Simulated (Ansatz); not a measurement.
# Ti: the cost of one run

Method: DFT r2SCAN, scalar-relativistic, plane waves, PAW, in Ansatz 0.2.0.

### Step 1. The starting structure

Symmetry: Fm-3m, No. 225, cubic system. Conventional cell: a = 4.060 Å, b = 4.060 Å, c = 4.060 Å, α = 90.00°, β = 90.00°, γ = 90.00°. Around Ti (site symmetry m-3m) lie 12 Ti at 2.87 Å.

Coordinates:

```xyz
1
Lattice="0.0000 2.0300 2.0300 2.0300 0.0000 2.0300 2.0300 2.0300 0.0000" Properties=species:S:1:pos:R:3 pbc="T T T"
Ti    0.0000    0.0000    0.0000
```

No relaxation comes first: the listed cell is the starting point.

### Step 2. The reference cell

The reference gives a free energy of -2504.2989 eV, pressure 4.41 GPa, largest force 0.000 eV/Å and gap on the mesh none (metal). It was computed beforehand with the settings of the runs below.

### Step 3. Next: a strain scan

The cell is strained by ε times the Voigt pattern (0, 0, 0, 0, 0, 1) (xx, yy, zz, yz, xz, xy; engineering shear), with fractional coordinates fixed (clamped ions). The stress on the pattern is the sum of the stress components weighted by it, tension positive.

### Step 4. At ε = -0.1000

Contents of input.yaml:

```yaml
crystal:
  lattice:
    - [-0.1015, 2.03, 2.03]
    - [2.03, -0.1015, 2.03]
    - [1.9285, 1.9285, 0.0]
  atoms:
    - { symbol: Ti, position: [0.0, 0.0, 0.0] }
basis:
  ecutwfc: 500
kpoints:
  mp_grid: { grid: [20, 20, 20] }
hamiltonian:
  xc: r2scan
scf:
  occupations: { method: gaussian, width: 0.15 }
output:
  forces: true
  stress: true
  eigenvalues: true
```

Command:

```bash
ansatz run input.yaml --threads 1 --pin off --max-ram 2560MiB --backend cpu --events-out ev --progress --plain --runs-dir out
```

**Question.** How long does this run take on 1 thread of Arm Neoverse V1, shared host, and how much memory does it need?

About 27 s, with a peak of 0.57 GiB.
